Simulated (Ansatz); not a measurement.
**C10H12O2Ti: up Jacob's ladder to CCSD(T)**

An exercise on one series of results from a longer session: the logs are not shown, and one member is left open.

The runs use Ansatz 0.2.0, Gaussian basis; functionals in def2-TZVPP, the program's frozen cores in correlated methods.

The runs, in order: LDA (SPW92), PBE-D4, revPBE-D4, BLYP-D4, r2SCAN-D4, B97M-V, PBE0-D4, B3LYP-D4, r2SCANh-D4, r2SCAN0-D4, HSE06-D4, BHLYP-D4, CAM-B3LYP-D4, LC-ωPBE, ωB97X-V, ωB97M-V, B2PLYP, PBE-QIDH; CCSD(T)/def2-SVP; CCSD(T)/def2-TZVPP; MP2/def2-QZVPP; extrapolation to the limit; RPA on PBE.

## The relaxed structure

All runs share one geometry, relaxed beforehand with PBE0-D4 in a triple-zeta def2 set.

SMILES `[OH][Ti]12345678([OH])([C@H]9[C@@H]1[C@@H]2[C@@H]3[C@H]94)[C@H]1[C@@H]5[C@@H]6[C@@H]7[C@H]18`, 25 atoms, charge 0, spin multiplicity 1.

Atoms are counted from 1 here; the program's logs count them from 0.

Bond lengths: O1–Ti2 1.879 Å, O1–H14 0.959 Å, Ti2–O3 1.879 Å, Ti2–C4 2.412 Å, Ti2–C5 2.407 Å, Ti2–C6 2.393 Å, Ti2–C7 2.425 Å, Ti2–C8 2.421 Å, Ti2–C9 2.394 Å, Ti2–C10 2.407 Å, Ti2–C11 2.412 Å, Ti2–C12 2.420 Å, Ti2–C13 2.424 Å, O3–H15 0.959 Å, C4–C5 1.401 Å, C4–C8 1.413 Å, C4–H16 1.078 Å, C5–C6 1.415 Å and more. Angles: Ti2–O1–H14 114.1°, O1–Ti2–O3 99.0°, O1–Ti2–C4 129.5°, O1–Ti2–C5 133.9°, O1–Ti2–C6 100.7°, O1–Ti2–C7 79.8°, O1–Ti2–C8 95.5°, O1–Ti2–C9 132.0°, O1–Ti2–C10 108.0°, O1–Ti2–C11 77.1°, O1–Ti2–C12 78.5°, O1–Ti2–C13 110.3°, O3–Ti2–C4 77.2°, O3–Ti2–C5 108.2°, O3–Ti2–C6 132.0°, O3–Ti2–C7 110.1°, O3–Ti2–C8 78.4°, O3–Ti2–C9 100.8° and more.

Coordinates:

```xyz
25

O     0.0889   -1.0967   -1.9006
Ti    0.1180   -0.4032   -0.1550
O     0.7906   -1.9078    0.7464
C    -1.4644   -0.7041    1.6402
C    -1.5301    0.6412    1.2538
C    -2.0091    0.6912   -0.0772
C    -2.2732   -0.6291   -0.4868
C    -1.9219   -1.4928    0.5609
C     1.4105    1.3408    0.8535
C     0.7843    1.9060   -0.2834
C     1.3018    1.2740   -1.4218
C     2.2645    0.3301   -0.9996
C     2.3414    0.3880    0.3998
H    -0.5315   -1.8176   -2.0262
H     1.6896   -2.1399    0.5047
H    -1.0698   -1.0822    2.5699
H    -1.2484    1.4900    1.8569
H    -2.1631    1.5791   -0.6708
H    -2.6305   -0.9170   -1.4636
H    -1.9323   -2.5711    0.5343
H     1.2252    1.6014    1.8841
H     0.0284    2.6754   -0.2720
H     0.9769    1.4260   -2.4388
H     2.7937   -0.3547   -1.6435
H     2.9606   -0.2271    1.0347
```

Set-up of the first run:

Contents of in.yaml:

```yaml
crystal:
  periodic: [false, false, false]
  atoms:
    - {symbol: O, position_ang: [0.088935, -1.096678, -1.900585]}
    - {symbol: Ti, position_ang: [0.117955, -0.403200, -0.155012]}
    - {symbol: O, position_ang: [0.790589, -1.907827, 0.746373]}
    - {symbol: C, position_ang: [-1.464391, -0.704120, 1.640175]}
    - {symbol: C, position_ang: [-1.530146, 0.641165, 1.253847]}
    - {symbol: C, position_ang: [-2.009073, 0.691212, -0.077213]}
    - {symbol: C, position_ang: [-2.273238, -0.629085, -0.486753]}
    - {symbol: C, position_ang: [-1.921855, -1.492789, 0.560937]}
    - {symbol: C, position_ang: [1.410529, 1.340832, 0.853471]}
    - {symbol: C, position_ang: [0.784274, 1.905962, -0.283360]}
    - {symbol: C, position_ang: [1.301754, 1.273961, -1.421761]}
    - {symbol: C, position_ang: [2.264498, 0.330126, -0.999587]}
    - {symbol: C, position_ang: [2.341448, 0.387992, 0.399807]}
    - {symbol: H, position_ang: [-0.531478, -1.817551, -2.026152]}
    - {symbol: H, position_ang: [1.689550, -2.139852, 0.504670]}
    - {symbol: H, position_ang: [-1.069785, -1.082200, 2.569910]}
    - {symbol: H, position_ang: [-1.248429, 1.490005, 1.856861]}
    - {symbol: H, position_ang: [-2.163109, 1.579085, -0.670780]}
    - {symbol: H, position_ang: [-2.630543, -0.916969, -1.463581]}
    - {symbol: H, position_ang: [-1.932264, -2.571087, 0.534296]}
    - {symbol: H, position_ang: [1.225238, 1.601397, 1.884064]}
    - {symbol: H, position_ang: [0.028392, 2.675432, -0.271989]}
    - {symbol: H, position_ang: [0.976884, 1.425977, -2.438813]}
    - {symbol: H, position_ang: [2.793661, -0.354703, -1.643478]}
    - {symbol: H, position_ang: [2.960594, -0.227097, 1.034674]}
basis:
  gaussian: {orbitals: def2-TZVPP}
hamiltonian: {xc: lda}
output: {orbitals: {seedname: orbitals}}
```

Started as:

```
ansatz run in.yaml --threads 11 --pin off --events-out ev --progress --plain --max-ram 174080MiB --backend cuda --devices 0, --max-vram 75GiB
```

Among the steps run: LDA; PBE-D4 (GGA); revPBE-D4 (GGA); BLYP-D4 (GGA); r2SCAN-D4 (meta-GGA); B97M-V (meta-GGA); B3LYP-D4 (hybrid); r2SCANh-D4 (hybrid); r2SCAN0-D4 (hybrid); HSE06-D4 (hybrid); BHLYP-D4 (hybrid); CAM-B3LYP-D4 (range-separated); LC-ωPBE (range-separated); ωB97X-V (range-separated); ωB97M-V (range-separated); B2PLYP (double hybrid); PBE-QIDH (double hybrid).

One table of the session follows, with a row left open; its other results are not shown here.

It belongs to the step «Orbital energies across the functionals». 

```
  functional  HOMO (eV)  gap (eV)
 LDA (SPW92)      -5.55      3.25
      PBE-D4      -5.35      3.30
   revPBE-D4      -5.27      3.32
     BLYP-D4      -5.19      3.24
   r2SCAN-D4          ?         ?
      B97M-V      -5.57      3.65
     PBE0-D4      -6.38      5.36
    B3LYP-D4      -6.18      4.88
  r2SCANh-D4      -5.92      4.37
  r2SCAN0-D4      -6.50      5.55
    HSE06-D4      -5.99      4.59
    BHLYP-D4      -7.22      7.36
CAM-B3LYP-D4      -7.58      7.64
     LC-ωPBE      -8.82      9.97
     ωB97X-V      -8.50      9.64
     ωB97M-V      -8.43      9.49
```

**Question.** Estimate the row for r2SCAN-D4.

Worked estimate for «HOMO (eV)». Against the share of exact exchange, r2SCANh-D4 (0.1, -5.92), r2SCAN0-D4 (0.25, -6.50) give a slope of -3.87 per unit share; at 0 the line stands at -5.53.

As computed: HOMO (eV): -5.53; gap (eV): 3.58. In «HOMO (eV)» the line misses by 0.00.
